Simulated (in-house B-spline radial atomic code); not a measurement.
**Er⁵⁰⁺: excited configurations in jj coupling**

Aim: the energies of several excited configurations of Er⁵⁰⁺ above a reference configuration, each from its own self-consistent run.

Method: Dirac-Hartree-Fock, average of configuration, Fermi nucleus, basis-set limit. Code: in-house B-spline radial atomic code version 1.

### Step 1. Starting point

- element: erbium (Z = 68)
- charge: +50
- electrons: 18
- configuration: 1s2 2s2 2p6 3s2 3p6
- Hamiltonian: Dirac-Coulomb
- nucleus: Fermi, rms radius 5.252 fm

Settings of the run:

```ini
Z = 68
electrons = 18.0
configuration = 1s2 2s2 2p6 3s2 3p6
hamiltonian = dirac
method = hf
spin_polarised = False
nucleus = fermi
rms_radius = 5.2516
mass_number = 166
atomic_mass = 165.930301067
speed_of_light = 137.035999084
```

This reference run was done before. Its total energy is -10715.525631 hartree, and its levels are (the highest eight at most):

| orbital | occupation | energy (eV) | <r> (bohr) |
| --- | --- | --- | --- |
| 1s1/2 | 2 | -61219.5 | 0.02037 |
| 2s1/2 | 2 | -13123.0 | 0.08494 |
| 2p1/2 | 2 | -12660.6 | 0.07073 |
| 2p3/2 | 4 | -11725.0 | 0.07771 |
| 3s1/2 | 2 | -5069.78 | 0.2089 |
| 3p1/2 | 2 | -4880.39 | 0.1977 |
| 3p3/2 | 4 | -4644.73 | 0.2084 |

### Step 2. Run with 1s2 2s2 2p-1 2p+4 3s2 3p6 5f-1

In configurations, a minus sign after the shell means j = l − 1/2 and a plus sign j = l + 1/2; the count of electrons follows.

Settings of the run:

```ini
Z = 68
electrons = 18.0
configuration = 1s2 2s2 2p-1 2p+4 3s2 3p6 5f-1
hamiltonian = dirac
method = hf
spin_polarised = False
nucleus = fermi
rms_radius = 5.2516
mass_number = 166
atomic_mass = 165.930301067
speed_of_light = 137.035999084
```

### Step 3. Run with 1s2 2s2 2p-2 2p+3 3s2 3p6 5g-1

The settings differ from step 2 so:

```diff
@@ -2,3 +2,3 @@
 electrons = 18.0
-configuration = 1s2 2s2 2p-1 2p+4 3s2 3p6 5f-1
+configuration = 1s2 2s2 2p-2 2p+3 3s2 3p6 5g-1
 hamiltonian = dirac
```

### Step 4. Configuration 1s2 2s2 2p-2 2p+3 3s2 3p6 7g+1

The settings differ from step 3 so:

```diff
@@ -2,3 +2,3 @@
 electrons = 18.0
-configuration = 1s2 2s2 2p-2 2p+3 3s2 3p6 5g-1
+configuration = 1s2 2s2 2p-2 2p+3 3s2 3p6 7g+1
 hamiltonian = dirac
```

### Step 5. Run with 1s2 2s2 2p-2 2p+3 3s2 3p6 4f-1

The settings differ from step 4 so:

```diff
@@ -2,3 +2,3 @@
 electrons = 18.0
-configuration = 1s2 2s2 2p-2 2p+3 3s2 3p6 7g+1
+configuration = 1s2 2s2 2p-2 2p+3 3s2 3p6 4f-1
 hamiltonian = dirac
```

### Step 6. Run with 1s2 2s2 2p6 3s2 3p-1 3p+4 5d-1

The settings differ from step 5 so:

```diff
@@ -2,3 +2,3 @@
 electrons = 18.0
-configuration = 1s2 2s2 2p-2 2p+3 3s2 3p6 4f-1
+configuration = 1s2 2s2 2p6 3s2 3p-1 3p+4 5d-1
 hamiltonian = dirac
```

Q: How far above the reference does each configuration lie (order and size, in eV)?

As calculated:

| net move | configuration | energy above the reference (eV) | with Breit, QED, recoil (eV) | largest <r> (bohr) |
| --- | --- | --- | --- | --- |
| 3p1/2 → 5d3/2 | 1s2 2s2 2p6 3s2 3p-1 3p+4 5d-1 | 3378.87 | 3372.14 | 0.635 |
| 2p3/2 → 4f5/2 | 1s2 2s2 2p-2 2p+3 3s2 3p6 4f-1 | 9435.74 | 9415.86 | 0.335 |
| 2p3/2 → 5g7/2 | 1s2 2s2 2p-2 2p+3 3s2 3p6 5g-1 | 10292.3 | 10272.2 | 0.533 |
| 2p3/2 → 7g9/2 | 1s2 2s2 2p-2 2p+3 3s2 3p6 7g+1 | 10990.0 | 10969.9 | 1.24 |
| 2p1/2 → 5f5/2 | 1s2 2s2 2p-1 2p+4 3s2 3p6 5f-1 | 11197.1 | 11166.8 | 0.597 |

**Reading.** The energies run from 3378.87 eV (3p1/2 → 5d3/2) to 11197.1 eV (2p1/2 → 5f5/2). Koopmans' estimate of the ionisation threshold is 4644.73 eV; 4 configurations exceed it by over 2 % and could autoionise. These are averages over configurations, without correlation, not spectroscopic levels.
